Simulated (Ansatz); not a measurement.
**Cl₂Ga₂H₆N₂: basis-set convergence**

An exercise on one series of results from a longer session: the logs are not shown, and one member is left open.

The runs use Ansatz 0.2.0, Gaussian basis; one geometry, several basis sets.

The runs, in order: PBE0-D4/def2-SVP; ωB97M-V/def2-SVP; PBE0-D4/def2-QZVPP; ωB97M-V/def2-QZVPP; the functionals' def2-TZVPP values are taken from earlier runs.

**The relaxed structure**

All runs share one geometry, relaxed beforehand with PBE0-D4 in a triple-zeta def2 set.

12 atoms, charge 0, spin multiplicity 1.

Atoms are counted from 1 here; the program's logs count them from 0.

Bond lengths: Cl1–Ga2 2.170 Å, Ga2–N3 2.001 Å, Ga2–N6 2.001 Å, Ga2–H7 1.557 Å, N3–Ga4 2.001 Å, N3–H8 1.015 Å, N3–H9 1.013 Å, Ga4–Cl5 2.170 Å, Ga4–N6 2.001 Å, Ga4–H10 1.557 Å, N6–H11 1.015 Å, N6–H12 1.013 Å. Angles: Cl1–Ga2–N3 106.4°, Cl1–Ga2–N6 106.4°, Cl1–Ga2–H7 121.4°, N3–Ga2–N6 86.4°, N3–Ga2–H7 115.2°, N6–Ga2–H7 115.2°, Ga2–N3–Ga4 93.3°, Ga2–N3–H8 111.7°, Ga2–N3–H9 116.1°, Ga4–N3–H8 111.7°, Ga4–N3–H9 116.1°, H8–N3–H9 107.4°, N3–Ga4–Cl5 106.4°, N3–Ga4–N6 86.4°, N3–Ga4–H10 115.2°, Cl5–Ga4–N6 106.4°, Cl5–Ga4–H10 121.4°, N6–Ga4–H10 115.2° and more.

Set-up of the first run:

File in.yaml:

```yaml
crystal:
  periodic: [false, false, false]
  atoms:
    - {symbol: Cl, position_ang: [-1.763677, -1.779150, 1.645929]}
    - {symbol: Ga, position_ang: [0.043831, -1.371639, 0.516804]}
    - {symbol: N, position_ang: [0.686517, 0.428955, 1.109061]}
    - {symbol: Ga, position_ang: [0.272020, 1.285047, -0.651976]}
    - {symbol: Cl, position_ang: [-1.383867, 2.642067, -0.298972]}
    - {symbol: N, position_ang: [-0.536666, -0.470031, -1.173187]}
    - {symbol: H, position_ang: [1.153840, -2.449379, 0.346367]}
    - {symbol: H, position_ang: [0.111541, 0.806673, 1.855402]}
    - {symbol: H, position_ang: [1.650884, 0.480487, 1.414475]}
    - {symbol: H, position_ang: [1.511884, 1.718543, -1.487148]}
    - {symbol: H, position_ang: [-1.547837, -0.412873, -1.240695]}
    - {symbol: H, position_ang: [-0.198470, -0.878697, -2.036060]}
basis:
  gaussian: {orbitals: def2-SVP}
hamiltonian: {xc: pbe0, dispersion: d4}
output: {orbitals: {seedname: orbitals}}
```

Run with:

```bash
> ansatz run in.yaml --threads 2 --pin off --events-out ev --progress --plain --max-ram 32768MiB --backend cpu
```

Among the steps run: PBE0-D4 in def2-SVP; ωB97M-V in def2-SVP; PBE0-D4 in def2-QZVPP; ωB97M-V in def2-QZVPP.

One table of the session follows, with a row left open; its other results are not shown here.

It belongs to the step «Functionals by basis». 

```
functional       basis  HOMO (eV)  LUMO (eV)
   PBE0-D4    def2-SVP          ?          ?
   PBE0-D4  def2-TZVPP      -8.19      -0.22
   PBE0-D4  def2-QZVPP      -8.22      -0.45
   ωB97M-V    def2-SVP     -10.23       1.72
   ωB97M-V  def2-TZVPP     -10.41       1.25
   ωB97M-V  def2-QZVPP     -10.45       0.73
```

Q: Estimate the row for PBE0-D4, def2-SVP from the others.

As computed: HOMO (eV): -8.05; LUMO (eV): 0.10. In the column «HOMO (eV)» it is the highest.
